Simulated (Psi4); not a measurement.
**TiO2 (SMILES [O]=[Ti]=[O]): a chain of runs**

Wanted: a geometry optimisation (r2SCAN/def2-SVP), then vibrational wavenumbers of TiO2. 

The calculation is run with Psi4 1.11.

### 1 The molecule

TiO2 has 3 atoms, charge 0, and is taken as a singlet. As SMILES, `[O]=[Ti]=[O]`. Geometry: a GFN2-xTB relaxation, a rough one for these elements and not checked as a minimum. The run starts from this shape.

Bond lengths: Ti1–O2 1.630 Å, Ti1–O3 1.630 Å. Angles: O2–Ti1–O3 113.6°.

### 2 A geometry optimisation at r2SCAN/def2-SVP (density fitting) (run 1)

Input file calc.inp:

```
memory 1.6 GB

molecule {
  0 1
  Ti
  O 1 1.629684
  O 1 1.629728 2 113.62734
}

set {
  geom_maxiter 60
}

opt('r2scan/def2-SVP')
```

The run is started by

```
$ psi4 calc.inp calc.out -n 1
```

calc.out:

```text
[...]
  Running in cs symmetry.
[...]
  Nuclear repulsion =  126.712612554035047
[...]
  Multiplicity = 1
[...]
  Nalpha       = 19
  Nbeta        = 19
[...]
    Number of basis functions: 59
[...]
   @DF-RKS iter   1:  -998.91311565659134   -4.90495e-02   2.96411e-02 DIIS/ADIIS
[...]
   @DF-RKS iter   7:  -999.63769434216283    0.00000e+00   3.52034e-09 DIIS
[...]
    Orbital Energies [Eh]
    ---------------------
    Doubly Occupied:
       1Ap  -178.395990     2Ap   -19.708127     3Ap   -18.898477
       4Ap   -18.898424     5Ap   -16.411341     1App  -16.410958
       6Ap   -16.407203     7Ap    -2.290066     8Ap    -1.423706
       9Ap    -1.422117     2App   -1.413389    10Ap    -0.778325
      11Ap    -0.764270    12Ap    -0.285688    13Ap    -0.275719
       3App   -0.267849     4App   -0.254249    14Ap    -0.239306
      15Ap    -0.202891
[...]
  @DF-RKS Final Energy:  -999.63769434216283
   => Energetics <=
    Nuclear Repulsion Energy =            127.1018318429870106
    One-Electron Energy =               -1626.4719104014570803
    Two-Electron Energy =                 558.9824035065475982
    DFT Exchange-Correlation Energy =     -59.2500192902402674
    Empirical Dispersion Energy =           0.0000000000000000
    VV10 Nonlocal Energy =                  0.0000000000000000
    Total Energy =                       -999.6376943421628312
[...]
 Multipole Moments:
 ------------------------------------------------------------------------------------
     Multipole            Electronic (a.u.)      Nuclear  (a.u.)        Total (a.u.)
 ------------------------------------------------------------------------------------
 L = 1.  Multiply by 2.5417464519 to convert [e a0] to [Debye]
 Dipole X            :          3.2751559           -1.1464066            2.1287493
 Dipole Y            :          2.2934515           -0.8027795            1.4906720
 Dipole Z            :          0.0000000            0.0000000            0.0000000
 Magnitude           :                                                    2.5987836
[...]
  -Total Gradient:
     Atom            X                  Y                   Z
    ------   -----------------  -----------------  -----------------
       1        0.000228394926     0.000159921691     0.000000000000
       2        0.000207816973     0.000125823482     0.000000000000
       3        0.000189287138     0.000152265771     0.000000000000
[...]
    Final optimized geometry and variables:
    Molecular point group: cs
    Full point group: Cs
    Geometry (in Angstrom), charge = 0, multiplicity = 1:
    TI
    O             1    1.628167
    O             1    1.628167      2  109.996177
    Psi4 run time: 0:00:14.56
[...]
```

On the terminal:

```text
Optimizer: Optimization complete!
```

Wall time 16 s (1 thread of Intel Xeon Platinum 8488C (Sapphire Rapids), shared host); peak memory 0.49 GiB.

Step by step:

| step | energy from the first frame kept (eV) | largest force (eV/Å) |
| --- | --- | --- |
| 0 | 0.0000 | 0.5065 |
| 1 | -0.0169 | 0.2416 |
| 2 | -0.0170 | 0.0264 |
| 3 | -0.0170 | 0.0143 |

After the run. Bond lengths: Ti1–O2 1.628 Å, Ti1–O3 1.628 Å. Angles: O2–Ti1–O3 110.0°.

### 3 Vibrational wavenumbers at r2SCAN/def2-SVP (density fitting) (run 2)

Input file job.dat:

```
memory 1600 mb

molecule m {
  0 1
  Ti    -0.01354934    -0.01065806    -1.15521604
  O      2.54811993    -0.03773027     0.54882560
  O     -2.49030754     0.04821636     0.66929564
  units au
}

set globals {
  basis                      def2-SVP
  reference                  rks
  t                          298.15
  rotational_symmetry_number 2
}

e = freq('r2scan')
```

The run is started by

```
$ psi4 -i job.dat -o job.out -n 1
```

job.out (excerpt; [...] marks lines left out):

```text
[...]
  Running in c2v symmetry.
[...]
  Nuclear repulsion =  127.101826994430652
[...]
  Multiplicity = 1
[...]
  Nalpha       = 19
  Nbeta        = 19
[...]
    Number of basis functions: 59
[...]
   @DF-RKS iter   1:  -998.86240118246064   -5.11916e-02   4.25353e-02 DIIS/ADIIS
[...]
  Running in c2 symmetry.
[...]
  Running in cs symmetry.
[...]
   @DF-RKS iter  13:  -999.63769434250946   -1.36424e-12   2.95203e-09 DIIS
[...]
    Orbital Energies [Eh]
    ---------------------
    Doubly Occupied:
       1Ap  -178.395990     2Ap   -19.708127     3Ap   -18.898477
       1App  -18.898424     4Ap   -16.411341     5Ap   -16.410958
       2App  -16.407204     6Ap    -2.290067     3App   -1.423706
       7Ap    -1.422117     8Ap    -1.413389     9Ap    -0.778325
       4App   -0.764270    10Ap    -0.285688     5App   -0.275719
       6App   -0.267849    11Ap    -0.254249    12Ap    -0.239306
       7App   -0.202891
[...]
  @DF-RKS Final Energy:  -999.63769434250946
   => Energetics <=
    Nuclear Repulsion Energy =            127.1018191216352875
    One-Electron Energy =               -1626.4718827113269981
    Two-Electron Energy =                 558.9823881292154510
    DFT Exchange-Correlation Energy =     -59.2500188820332383
    Empirical Dispersion Energy =           0.0000000000000000
    VV10 Nonlocal Energy =                  0.0000000000000000
    Total Energy =                       -999.6376943425094623
[...]
 Multipole Moments:
[...]
  -Total Gradient:
     Atom            X                  Y                   Z
    ------   -----------------  -----------------  -----------------
       1        0.000000000000    -0.000000180391    -0.000279167353
       2        0.000016296223    -0.000000156785    -0.000242217915
       3       -0.000016296223    -0.000000156785    -0.000242217915
[...]
  ==> Harmonic Vibrational Analysis <==
[...]
  Freq [cm^-1]                 376.0315           1036.3157           1071.1741
[...]
  IR activ [km/mol]            11.3847             326.8124            38.3732
[...]
  Total E_0, Enthalpy at 0 [K]                                                         -999.63203646 [Eh]
[...]
  Total H, Enthalpy at  298.15 [K]                                                     -999.62786638 [Eh]
[...]
  Total G, Gibbs energy at  298.15 [K]                                                 -999.65711683 [Eh]
[...]
```

On the terminal:

```text
Warning: used thermodynamics relations inappropriate for low-frequency modes: ['376.0315']
```

It took 41 s on 1 thread of Intel Xeon Platinum 8488C (Sapphire Rapids), shared host; peak memory 0.53 GiB.

### 4 What came out

| quantity | value |
| --- | --- |
| run 1, r2SCAN/def2-SVP: total energy at the end | -999.63769 Eh |
| run 1, r2SCAN/def2-SVP: dipole moment | 6.61 D |
| run 1, r2SCAN/def2-SVP: HOMO energy | -5.52 eV |
| run 1, r2SCAN/def2-SVP: LUMO energy | -2.65 eV |
| run 1, r2SCAN/def2-SVP: HOMO–LUMO gap | 2.87 eV |
| run 2, r2SCAN/def2-SVP: lowest harmonic wavenumber | 376 cm⁻¹ |
| run 2, r2SCAN/def2-SVP: highest harmonic wavenumber | 1071 cm⁻¹ |
| run 2, r2SCAN/def2-SVP: zero-point energy | 14.9 kJ/mol |
| run 2, r2SCAN/def2-SVP: ideal-gas entropy at 298.15 K (symmetry number 2 as used) | 61.6 cal/(mol K) |

The optimisation (run 1, r2SCAN/def2-SVP) took 4 steps and changed the energy by -0.017 eV. All 3 modes (run 2, r2SCAN/def2-SVP) are real, so the shape is a minimum at this level.
